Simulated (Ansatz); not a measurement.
**CH₄Cl₂OTi: small, medium and large basis sets**

One table from this session's results is given with a row withheld; the runs are named, their logs left out.

Computed with Ansatz 0.2.0, Gaussian basis. Level: one geometry, several basis sets.

Plan: PBE0-D4/def2-SVP; ωB97M-V/def2-SVP; PBE0-D4/def2-QZVPP; ωB97M-V/def2-QZVPP; the functionals' def2-TZVPP values are taken from earlier runs.

## The geometry

An earlier PBE0-D4 in a triple-zeta def2 set relaxation fixed the geometry.

SMILES `[CH3][Ti]([OH])([Cl])[Cl]`, 9 atoms, charge 0, spin multiplicity 1.

Atoms are counted from 1 here; the program's logs count them from 0.

Bond lengths: C1–Ti2 2.035 Å, C1–H6 1.094 Å, C1–H7 1.093 Å, C1–H8 1.094 Å, Ti2–O3 1.753 Å, Ti2–Cl4 2.196 Å, Ti2–Cl5 2.196 Å, O3–H9 0.956 Å. Angles: Ti2–C1–H6 108.7°, Ti2–C1–H7 109.1°, Ti2–C1–H8 108.7°, H6–C1–H7 110.2°, H6–C1–H8 109.9°, H7–C1–H8 110.2°, C1–Ti2–O3 105.0°, C1–Ti2–Cl4 105.9°, C1–Ti2–Cl5 105.9°, O3–Ti2–Cl4 113.0°, O3–Ti2–Cl5 113.0°, Cl4–Ti2–Cl5 113.1°, Ti2–O3–H9 152.5°.

As a file:

| atom | x (Å) | y (Å) | z (Å) |
| --- | --- | --- | --- |
| C1 | -1.30320 | 0.24933 | -0.04035 |
| Ti2 | 0.69730 | -0.01769 | -0.29946 |
| O3 | 1.26264 | -0.70070 | 1.21250 |
| Cl4 | 0.90684 | -1.39697 | -1.99502 |
| Cl5 | 1.52452 | 1.97578 | -0.70276 |
| H6 | -1.45971 | 0.92717 | 0.80360 |
| H7 | -1.72737 | 0.67709 | -0.95263 |
| H8 | -1.76125 | -0.72116 | 0.17072 |
| H9 | 1.94863 | -1.03904 | 1.78621 |

Set-up of the first run:

in.yaml reads:

```yaml
crystal:
  periodic: [false, false, false]
  atoms:
    - {symbol: C, position_ang: [-1.303204, 0.249330, -0.040350]}
    - {symbol: Ti, position_ang: [0.697302, -0.017692, -0.299458]}
    - {symbol: O, position_ang: [1.262640, -0.700699, 1.212499]}
    - {symbol: Cl, position_ang: [0.906838, -1.396973, -1.995022]}
    - {symbol: Cl, position_ang: [1.524517, 1.975776, -0.702761]}
    - {symbol: H, position_ang: [-1.459708, 0.927169, 0.803596]}
    - {symbol: H, position_ang: [-1.727366, 0.677088, -0.952631]}
    - {symbol: H, position_ang: [-1.761248, -0.721161, 0.170722]}
    - {symbol: H, position_ang: [1.948629, -1.039039, 1.786205]}
basis:
  gaussian: {orbitals: def2-SVP}
hamiltonian: {xc: pbe0, dispersion: d4}
output: {orbitals: {seedname: orbitals}}
```

Launch:

```console
ansatz run in.yaml --threads 4 --pin off --events-out ev --progress --plain --max-ram 10444MiB
```

Steps of the session up to this table: PBE0-D4 in def2-SVP; ωB97M-V in def2-SVP; PBE0-D4 in def2-QZVPP; ωB97M-V in def2-QZVPP.

One table of the session follows, with a row left open; its other results are not shown here.

It belongs to the step «Functionals by basis». 

| functional | basis | HOMO (eV) | LUMO (eV) |
| --- | --- | --- | --- |
| PBE0-D4 | def2-SVP | -8.46 | -2.46 |
| PBE0-D4 | def2-TZVPP | -8.49 | -2.49 |
| PBE0-D4 | def2-QZVPP | -8.50 | -2.51 |
| ωB97M-V | def2-SVP | -10.81 | -0.17 |
| ωB97M-V | def2-TZVPP | -10.87 | -0.26 |
| ωB97M-V | def2-QZVPP | ? | ? |

**Question.** Estimate the row for ωB97M-V, def2-QZVPP.

**Answer.** HOMO (eV): -10.89; LUMO (eV): -0.30. In the column «HOMO (eV)» it is the lowest.
